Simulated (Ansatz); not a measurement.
**C2H7BSeSi: one species, many methods**

One table from this session's results is given with a row withheld; the runs are named, their logs left out.

Method: functionals in def2-TZVPP, the program's frozen cores in correlated methods; program: Ansatz 0.2.0, Gaussian basis.

The runs, in order: LDA (SPW92), PBE-D4, revPBE-D4, BLYP-D4, r2SCAN-D4, B97M-V, PBE0-D4, B3LYP-D4, r2SCANh-D4, r2SCAN0-D4, HSE06-D4, BHLYP-D4, CAM-B3LYP-D4, LC-ωPBE, ωB97X-V, ωB97M-V, B2PLYP, PBE-QIDH; CCSD(T)/def2-SVP; CCSD(T)/def2-TZVPP; MP2/def2-QZVPP; extrapolation to the limit; RPA on PBE.

## The geometry

The geometry comes from an earlier relaxation with PBE0-D4 in a triple-zeta def2 set; it is a stationary point, not always the lowest conformer.

SMILES `BC1([SiH3])C[Se]1`, 12 atoms, charge 0, spin multiplicity 1.

Atoms are counted from 1 here; the program's logs count them from 0.

Bond lengths: B1–C2 1.560 Å, B1–H6 1.198 Å, B1–H7 1.197 Å, C2–Si3 1.867 Å, C2–C4 1.466 Å, C2–Se5 1.998 Å, Si3–H8 1.482 Å, Si3–H9 1.488 Å, Si3–H10 1.489 Å, C4–Se5 1.983 Å, C4–H11 1.086 Å, C4–H12 1.086 Å. Angles: C2–B1–H6 118.1°, C2–B1–H7 119.5°, H6–B1–H7 121.2°, B1–C2–Si3 126.3°, B1–C2–C4 111.0°, B1–C2–Se5 77.4°, Si3–C2–C4 121.9°, Si3–C2–Se5 113.3°, C4–C2–Se5 67.8°, C2–Si3–H8 109.7°, C2–Si3–H9 109.5°, C2–Si3–H10 108.7°, H8–Si3–H9 110.6°, H8–Si3–H10 109.5°, H9–Si3–H10 108.8°, C2–C4–Se5 69.0°, C2–C4–H11 120.0°, C2–C4–H12 117.9° and more.

Coordinates:

| atom | x (Å) | y (Å) | z (Å) |
| --- | --- | --- | --- |
| B1 | -0.7342 | 1.4641 | -0.2829 |
| C2 | -0.2121 | 0.0372 | 0.0723 |
| Si3 | 1.3727 | -0.3680 | 0.9732 |
| C4 | -1.0062 | -0.9952 | -0.6000 |
| Se5 | 0.0010 | 0.0967 | -1.9138 |
| H6 | -1.9063 | 1.5999 | -0.4926 |
| H7 | -0.0197 | 2.4100 | -0.1184 |
| H8 | 2.3670 | 0.7062 | 0.7432 |
| H9 | 1.8948 | -1.6767 | 0.4958 |
| H10 | 1.0821 | -0.4709 | 2.4296 |
| H11 | -0.6890 | -2.0334 | -0.5630 |
| H12 | -2.0727 | -0.8249 | -0.7094 |

Set-up of the first run:

Input file in.yaml:

```yaml
crystal:
  periodic: [false, false, false]
  atoms:
    - {symbol: B, position_ang: [-0.734215, 1.464079, -0.282894]}
    - {symbol: C, position_ang: [-0.212104, 0.037154, 0.072326]}
    - {symbol: Si, position_ang: [1.372689, -0.368031, 0.973225]}
    - {symbol: C, position_ang: [-1.006177, -0.995174, -0.600009]}
    - {symbol: Se, position_ang: [0.000984, 0.096706, -1.913756]}
    - {symbol: H, position_ang: [-1.906324, 1.599878, -0.492596]}
    - {symbol: H, position_ang: [-0.019736, 2.409956, -0.118351]}
    - {symbol: H, position_ang: [2.366960, 0.706189, 0.743223]}
    - {symbol: H, position_ang: [1.894811, -1.676664, 0.495786]}
    - {symbol: H, position_ang: [1.082051, -0.470935, 2.429557]}
    - {symbol: H, position_ang: [-0.689048, -2.033357, -0.563011]}
    - {symbol: H, position_ang: [-2.072691, -0.824900, -0.709401]}
basis:
  gaussian: {orbitals: def2-TZVPP}
hamiltonian: {xc: lda}
output: {orbitals: {seedname: orbitals}}
```

Among the steps run: LDA; PBE-D4 (GGA); revPBE-D4 (GGA); BLYP-D4 (GGA); r2SCAN-D4 (meta-GGA); B97M-V (meta-GGA); PBE0-D4 (hybrid); B3LYP-D4 (hybrid); r2SCANh-D4 (hybrid); r2SCAN0-D4 (hybrid); HSE06-D4 (hybrid); BHLYP-D4 (hybrid); CAM-B3LYP-D4 (range-separated); LC-ωPBE (range-separated); ωB97X-V (range-separated); ωB97M-V (range-separated); B2PLYP (double hybrid); PBE-QIDH (double hybrid).

One of the session's tables, all rows but one given; the rest of the session is left out.

It belongs to the step «Frontier levels by functional». 

| functional | HOMO (eV) | gap (eV) |
| --- | --- | --- |
| LDA (SPW92) | -6.37 | 4.09 |
| PBE-D4 | -6.21 | 4.14 |
| revPBE-D4 | -6.15 | 4.17 |
| BLYP-D4 | ? | ? |
| r2SCAN-D4 | -6.42 | 4.55 |
| B97M-V | -6.54 | 4.64 |
| PBE0-D4 | -7.28 | 6.15 |
| B3LYP-D4 | -7.03 | 5.71 |
| r2SCANh-D4 | -6.82 | 5.29 |
| r2SCAN0-D4 | -7.42 | 6.41 |
| HSE06-D4 | -6.89 | 5.38 |
| BHLYP-D4 | -8.18 | 8.10 |
| CAM-B3LYP-D4 | -8.51 | 8.48 |
| LC-ωPBE | -9.86 | 10.91 |
| ωB97X-V | -9.51 | 10.50 |
| ωB97M-V | -9.39 | 10.24 |

Q: Estimate the row for BLYP-D4 from the others.

Worked estimate for «HOMO (eV)». Against the share of exact exchange, B3LYP-D4 (0.2, -7.03), BHLYP-D4 (0.5, -8.18) give a slope of -3.83 per unit share; at 0 the line stands at -6.26.

As computed: HOMO (eV): -6.02; gap (eV): 4.11. In «HOMO (eV)» the line misses by -0.24.
